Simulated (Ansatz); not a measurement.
# C4H8Si: one species, many methods

One table from this session's results is given with a row withheld; the runs are named, their logs left out.

Method: functionals in def2-TZVPP, the program's frozen cores in correlated methods; program: Ansatz 0.2.0, Gaussian basis.

Plan: PBE-D4, r2SCAN-D4, PBE0-D4, B3LYP-D4, ωB97X-V, ωB97M-V, B2PLYP; CCSD(T)/def2-TZVPP; MP2/def2-QZVPP; extrapolation to the limit.

## The geometry

All runs share one geometry, relaxed beforehand with PBE0-D4 in a triple-zeta def2 set.

SMILES `CC#C[SiH2]C`, 13 atoms, charge 0, spin multiplicity 1.

Atoms are counted from 1 here; the program's logs count them from 0.

Bond lengths: C1–C2 1.448 Å, C1–H6 1.093 Å, C1–H7 1.093 Å, C1–H8 1.093 Å, C2–C3 1.209 Å, C3–Si4 1.820 Å, Si4–C5 1.867 Å, Si4–H9 1.488 Å, Si4–H10 1.488 Å, C5–H11 1.092 Å, C5–H12 1.093 Å, C5–H13 1.092 Å. Angles: C2–C1–H6 110.8°, C2–C1–H7 110.9°, C2–C1–H8 110.9°, H6–C1–H7 108.0°, H6–C1–H8 108.1°, H7–C1–H8 108.1°, C1–C2–C3 179.8°, C2–C3–Si4 179.3°, C3–Si4–C5 110.7°, C3–Si4–H9 108.7°, C3–Si4–H10 108.6°, C5–Si4–H9 110.3°, C5–Si4–H10 110.3°, H9–Si4–H10 108.1°, Si4–C5–H11 110.6°, Si4–C5–H12 110.6°, Si4–C5–H13 110.6°, H11–C5–H12 108.4° and more.

Set-up of the first run:

File in.yaml:

```yaml
crystal:
  periodic: [false, false, false]
  atoms:
    - {symbol: C, position_ang: [-2.324665, -0.698993, 1.737403]}
    - {symbol: C, position_ang: [-1.181334, -0.154240, 1.036300]}
    - {symbol: C, position_ang: [-0.225970, 0.304066, 0.453121]}
    - {symbol: Si, position_ang: [1.212441, 0.976524, -0.436252]}
    - {symbol: C, position_ang: [1.734161, -0.172361, -1.812706]}
    - {symbol: H, position_ang: [-2.187662, -0.626951, 2.819261]}
    - {symbol: H, position_ang: [-2.471564, -1.751926, 1.484213]}
    - {symbol: H, position_ang: [-3.236656, -0.157122, 1.474732]}
    - {symbol: H, position_ang: [0.851139, 2.310920, -0.985524]}
    - {symbol: H, position_ang: [2.326092, 1.162148, 0.532351]}
    - {symbol: H, position_ang: [2.004103, -1.152541, -1.414100]}
    - {symbol: H, position_ang: [2.598582, 0.232847, -2.344271]}
    - {symbol: H, position_ang: [0.921731, -0.307273, -2.529829]}
basis:
  gaussian: {orbitals: def2-TZVPP}
hamiltonian: {xc: pbe, dispersion: d4}
output: {forces: true, orbitals: {seedname: orbitals}}
```

Started as:

```sh
$ ansatz run in.yaml --threads 4 --pin off --events-out ev --progress --plain --max-ram 10444MiB
```

Steps of the session up to this table: PBE-D4 (GGA); r2SCAN-D4 (meta-GGA); PBE0-D4 (hybrid); B3LYP-D4 (hybrid); ωB97X-V (range-separated); ωB97M-V (range-separated); B2PLYP (double hybrid); CCSD(T) in def2-TZVPP; MP2 in def2-QZVPP.

One of the session's tables, all rows but one given; the rest of the session is left out.

```
            method  atomisation energy (kJ/mol)
            PBE-D4                       5227.1
         r2SCAN-D4                       5155.5
           PBE0-D4                            ?
          B3LYP-D4                       5148.7
           ωB97X-V                       5145.4
           ωB97M-V                       5153.4
            B2PLYP                       5104.1
     HF/def2-TZVPP                       3892.9
    MP2/def2-TZVPP                       5089.9
   CCSD/def2-TZVPP                       4954.8
CCSD(T)/def2-TZVPP                       5022.9
           MP2/CBS                       5205.9
       CCSD(T)/CBS                       5138.8
```

Estimate the missing values for PBE0-D4.

The run gave: atomisation energy (kJ/mol): 5162.7. In the column «atomisation energy (kJ/mol)» it lies between r2SCAN-D4 (5155.5) and MP2/CBS (5205.9).
